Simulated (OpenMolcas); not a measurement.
# Co⁴⁺ among point charges: CASSCF and CASPT2 levels and susceptibility, part 2 of 2

Aim: the splitting of the states of Co⁴⁺ in the field of 3 point charges, its lowest levels with spin-orbit coupling and its magnetic susceptibility.

OpenMolcas 26.06; ANO-RCC-VTZP, DKH2, active space 5 electrons in 5 orbitals (3d), orbitals: per spin and parity. Surroundings: 3 point charges of -2 e arranged as a planar triangle (D3h), 1.81 Å from the ion.

### 7 CASPT2: IPEA 0.25, imaginary shift 0.1 (closed shells correlated: 3s 3p)

File a.inp:

```
>>> COPY JOB001 $Project.JobIph
&CASPT2
Multistate=1 1
Frozen=5
IPEA=0.25
Imaginary=0.1
MaxIter=60
WThr=0.0 0.3 0.05
PrWF=0.5
NoMix
>>> COPY JOB002 $Project.JobIph
&CASPT2
Multistate=24 1 2 3 4 5 6 7 8 9 10 11 12 13 14 15 16 17 18 19 20 21 22
23 24
NoMult
Frozen=5
IPEA=0.25
Imaginary=0.1
MaxIter=60
WThr=0.0 0.3 0.05
PrWF=0.5
NoMix
>>> COPY JOB003 $Project.JobIph
&CASPT2
Multistate=75 1 2 3 4 5 6 7 8 9 10 11 12 13 14 15 16 17 18 19 20 21 22
23 24 25 26 27 28 29 30 31 32 33 34 35 36 37 38 39 40 41 42 43 44 45 46
47 48 49 50 51 52 53 54 55 56 57 58 59 60 61 62 63 64 65 66 67 68 69 70
71 72 73 74 75
NoMult
Frozen=5
IPEA=0.25
Imaginary=0.1
MaxIter=60
WThr=0.0 0.3 0.05
PrWF=0.5
NoMix
```

Standard output:

```text
Orbital specifications:
      -----------------------

      Symmetry species                           1
                                                 a
      Frozen orbitals                            5
      Inactive orbitals                          4
      Active orbitals                            5
      Secondary orbitals                        45
      Deleted orbitals                           0
      Number of basis functions                 59
Type of calculation                        SS-CASPT2
      Fock operator                              state-specific
      IPEA shift                                 0.25
      Real shift                                 0.00
      Imaginary shift                            0.10
      The input orbitals will be transformed to quasi-canonical
Reference energy:       -1395.0638779944
      E2 (Non-variational):      -0.3345846256
      Shift correction:          -0.0000473143
      E2 (Variational):          -0.3346319399
      Total energy:           -1395.3985099343
      Residual norm:              0.0000003936
      Reference weight:           0.96593
      Contributions to the CASPT2 correlation energy
      Active & Virtual Only:         -0.0595393236
      One Inactive Excited:          -0.1769427767
      Two Inactive Excited:          -0.0981025254
::    CASPT2 Root  1     Total energy:  -1395.39850993
Orbital specifications:
      -----------------------

      Symmetry species                           1
                                                 a
      Frozen orbitals                            5
      Inactive orbitals                          4
      Active orbitals                            5
      Secondary orbitals                        45
      Deleted orbitals                           0
      Number of basis functions                 59
Type of calculation                        SS-CASPT2
      Fock operator                              state-specific
      IPEA shift                                 0.25
      Real shift                                 0.00
      Imaginary shift                            0.10
      The input orbitals will be transformed to quasi-canonical
Reference energy:       -1394.8775008450
      E2 (Non-variational):      -0.3512643754
      Shift correction:          -0.0000547419
      E2 (Variational):          -0.3513191173
      Total energy:           -1395.2288199623
      Residual norm:              0.0000009130
      Reference weight:           0.96319
      Contributions to the CASPT2 correlation energy
      Active & Virtual Only:         -0.0679641672
      One Inactive Excited:          -0.1857082798
      Two Inactive Excited:          -0.0975919285
Reference energy:       -1394.8775003125
      E2 (Non-variational):      -0.3512142967
      Shift correction:          -0.0000545153
      E2 (Variational):          -0.3512688119
      Total energy:           -1395.2287691244
      Residual norm:              0.0000009124
      Reference weight:           0.96322
      Contributions to the CASPT2 correlation energy
      Active & Virtual Only:         -0.0679111970
      One Inactive Excited:          -0.1857113204
      Two Inactive Excited:          -0.0975917793
::    CASPT2 Root  1     Total energy:  -1395.22881996
::    CASPT2 Root  2     Total energy:  -1395.22876912
::    CASPT2 Root  3     Total energy:  -1395.22781740
::    CASPT2 Root  4     Total energy:  -1395.22782981
::    CASPT2 Root  5     Total energy:  -1395.22482484
::    CASPT2 Root  6     Total energy:  -1395.22482485
::    CASPT2 Root  7     Total energy:  -1395.22232613
::    CASPT2 Root  8     Total energy:  -1395.21938135
::    CASPT2 Root  9     Total energy:  -1395.21940918
::    CASPT2 Root 10     Total energy:  -1395.21442948
::    CASPT2 Root 11     Total energy:  -1395.21442939
::    CASPT2 Root 12     Total energy:  -1395.19963050
::    CASPT2 Root 13     Total energy:  -1395.19547015
::    CASPT2 Root 14     Total energy:  -1395.19553946
::    CASPT2 Root 15     Total energy:  -1395.18285285
::    CASPT2 Root 16     Total energy:  -1395.17397137
::    CASPT2 Root 17     Total energy:  -1395.17397164
::    CASPT2 Root 18     Total energy:  -1395.10864559
::    CASPT2 Root 19     Total energy:  -1395.09944793
::    CASPT2 Root 20     Total energy:  -1395.09944781
::    CASPT2 Root 21     Total energy:  -1395.09676227
::    CASPT2 Root 22     Total energy:  -1395.09678586
::    CASPT2 Root 23     Total energy:  -1395.08932834
::    CASPT2 Root 24     Total energy:  -1395.08927475
Orbital specifications:
      -----------------------

      Symmetry species                           1
                                                 a
      Frozen orbitals                            5
      Inactive orbitals                          4
      Active orbitals                            5
      Secondary orbitals                        45
      Deleted orbitals                           0
      Number of basis functions                 59
Type of calculation                        SS-CASPT2
      Fock operator                              state-specific
      IPEA shift                                 0.25
      Real shift                                 0.00
      Imaginary shift                            0.10
      The input orbitals will be transformed to quasi-canonical
Reference energy:       -1394.7928910689
      E2 (Non-variational):      -0.3511632563
      Shift correction:          -0.0000529443
      E2 (Variational):          -0.3512162006
      Total energy:           -1395.1441072695
      Residual norm:              0.0000004894
      Reference weight:           0.96365
      Contributions to the CASPT2 correlation energy
      Active & Virtual Only:         -0.0660701148
      One Inactive Excited:          -0.1950597358
      Two Inactive Excited:          -0.0900334058
Reference energy:       -1394.7928910688
      E2 (Non-variational):      -0.3510723952
      Shift correction:          -0.0000528737
      E2 (Variational):          -0.3511252690
      Total energy:           -1395.1440163378
      Residual norm:              0.0000004901
      Reference weight:           0.96368
      Contributions to the CASPT2 correlation energy
      Active & Virtual Only:         -0.0660444297
      One Inactive Excited:          -0.1950016720
      Two Inactive Excited:          -0.0900262935
::    CASPT2 Root  1     Total energy:  -1395.14410727
::    CASPT2 Root  2     Total energy:  -1395.14401634
::    CASPT2 Root  3     Total energy:  -1395.14467285
::    CASPT2 Root  4     Total energy:  -1395.14467069
::    CASPT2 Root  5     Total energy:  -1395.14420864
::    CASPT2 Root  6     Total energy:  -1395.14376367
::    CASPT2 Root  7     Total energy:  -1395.14376427
::    CASPT2 Root  8     Total energy:  -1395.14282648
::    CASPT2 Root  9     Total energy:  -1395.14283873
::    CASPT2 Root 10     Total energy:  -1395.14058980
::    CASPT2 Root 11     Total energy:  -1395.14058979
::    CASPT2 Root 12     Total energy:  -1395.14089393
::    CASPT2 Root 13     Total energy:  -1395.14089396
::    CASPT2 Root 14     Total energy:  -1395.12714571
::    CASPT2 Root 15     Total energy:  -1395.12716315
::    CASPT2 Root 16     Total energy:  -1395.12307103
::    CASPT2 Root 17     Total energy:  -1395.12307140
::    CASPT2 Root 18     Total energy:  -1395.12310743
::    CASPT2 Root 19     Total energy:  -1395.12310199
::    CASPT2 Root 20     Total energy:  -1395.12482344
::    CASPT2 Root 21     Total energy:  -1395.11708206
::    CASPT2 Root 22     Total energy:  -1395.11480068
::    CASPT2 Root 23     Total energy:  -1395.11480043
::    CASPT2 Root 24     Total energy:  -1395.10758361
::    CASPT2 Root 25     Total energy:  -1395.10757604
::    CASPT2 Root 26     Total energy:  -1395.10647369
::    CASPT2 Root 27     Total energy:  -1395.10651300
::    CASPT2 Root 28     Total energy:  -1395.10490243
::    CASPT2 Root 29     Total energy:  -1395.10489817
::    CASPT2 Root 30     Total energy:  -1395.10324518
```

This run: 26 s of run time, 1 thread, shared host.

SS-CASPT2: lowest energy less the reference's lowest, -0.3346 hartree; reference weights 0.955 to 0.966.

Spin-free states, with their symmetry labels:

```
  state  degeneracy  E (cm-1)  free-ion L (%)
    6A1           1         0         S (100)
quartet           2     37248          G (95)
     4E           2     37461          G (94)
     4E           2     38119          G (95)
    4A1           1     38668         G (100)
     4E           2     39311         G (100)
     4E           2     40401          P (64)
    4A2           1     43649         P (100)
     4E           2     44554          D (91)
    4A1           1     47331         D (100)
     4E           2     49280          D (61)
     2E           2     55711          I (98)
    2A1           1     55813          I (98)
     2E           2     55845          I (96)
    2A2           1     55910          I (95)
    2A1           1     55910          I (95)
     2E           2     56115          I (96)
doublet           2     56540         I (100)
     2E           2     56607          I (99)
     2E           2     59556          D (63)
    2A1           1     60067          D (99)
    2A1           1     60444          F (85)
    2A2           1     60445          F (85)
     2E           2     60452          D (70)
```

With spin-orbit coupling:

```csv
E (cm-1),Degeneracy,Label,2S+1,g
0,2,E1/2,6,2.00 6.01 6.01
0,2,E3/2,6,0.00 0.00 6.01
1,2,E1/2,6,0.00 0.00 10.01
37040,2,E3/2,4,0.00 0.00 0.10
37150,2,E1/2,4,0.00 0.00 4.12
37210,2,E1/2,4,0.03 0.03 1.99
37270,2,E1/2,4,0.00 0.00 8.08
37390,2,E3/2,4,0.00 0.00 1.91
37410,2,E3/2,4,0.00 0.00 11.99
37550,2,E1/2,4,0.00 0.00 5.89
37700,2,E1/2,4,0.00 0.00 9.91
37920,2,E1/2,4,0.99 0.99 3.89
38060,2,E1/2,4,0.11 1.68 1.68
38160,2,E3/2,4,0.00 0.00 4.01
38270,2,E1/2,4,0.00 0.00 8.00
38660,2,E1/2,4,2.00 4.74 4.74
38680,2,E3/2,4,0.00 0.00 5.99
39270,2,E1/2,4,0.00 0.00 2.00
39320,2,E1/2,4,0.00 0.00 14.00
39320,2,E1/2,4,0.00 0.00 6.01
39340,2,E3/2,4,0.00 0.00 10.01
39710,2,E1/2,4,1.04 1.04 3.91
40040,2,E1/2,4,0.04 0.66 0.66
40430,2,E3/2,4,0.00 0.00 3.94
```

Powder χT (cm³ K/mol): 4.36 at 2 K, 4.38 at 5 K, 4.38 at 10 K, 4.38 at 20 K, 4.38 at 50 K, 4.38 at 100 K, 4.38 at 150 K, 4.38 at 200 K, 4.38 at 250 K, 4.38 at 300 K.

### 8 The methods side by side

A. CASSCF
B. SS-CASPT2, IPEA 0.25, imaginary shift 0.1 (closed shells correlated: 3s 3p)

| method | ground state | first gap with spin-orbit (cm-1) | χT at 300 K |
| --- | --- | --- | --- |
| A | 6A1 | 0.3 | 4.39 |
| B | 6A1 | 0.3 | 4.38 |

### 9 What came out

This closing draws on all 2 parts.

```
                 quantity                                                                        value
                   method  SS-CASPT2, IPEA 0.25, imaginary shift 0.1 (closed shells correlated: 3s 3p)
   spin-free ground state                                              6A1, 1-fold in its orbital part
             lowest level                                            2-fold E1/2, g = 2.00, 6.01, 6.01
               next level                                                                     0.3 cm⁻¹
              χT at 300 K                                                               4.38 cm³ K/mol
effective moment at 300 K                                                                      5.92 μB
```

Cost by method:

```csv
method,time of its own steps,time with the reference
A. CASSCF,29 s,29 s
"B. SS-CASPT2, IPEA 0.25, imaginary shift 0.1, +3s 3p",26 s,55 s
```

Times are of one thread on a shared host.

In words: The spin-free ground state (6A1) comes to 100 % from free-ion S terms and keeps the highest spin of the shell. χT at 300 K is 4.38, against 4.39 cm³ K/mol for the spin alone, as a half-filled shell (L = 0) has no orbital moment. An active space of the d shell alone favours high spin; real ions in strong fields can be low spin. CASPT2 does not keep the components of a term degenerate, and the means are used. The field of point charges can differ much from that of real complexes. With metal d orbitals alone active, the gaps between spin states are rough; where two lie within a few thousand cm-1, their order is open. Point charges carry no covalency, so the field is a model and not that of real ligands.
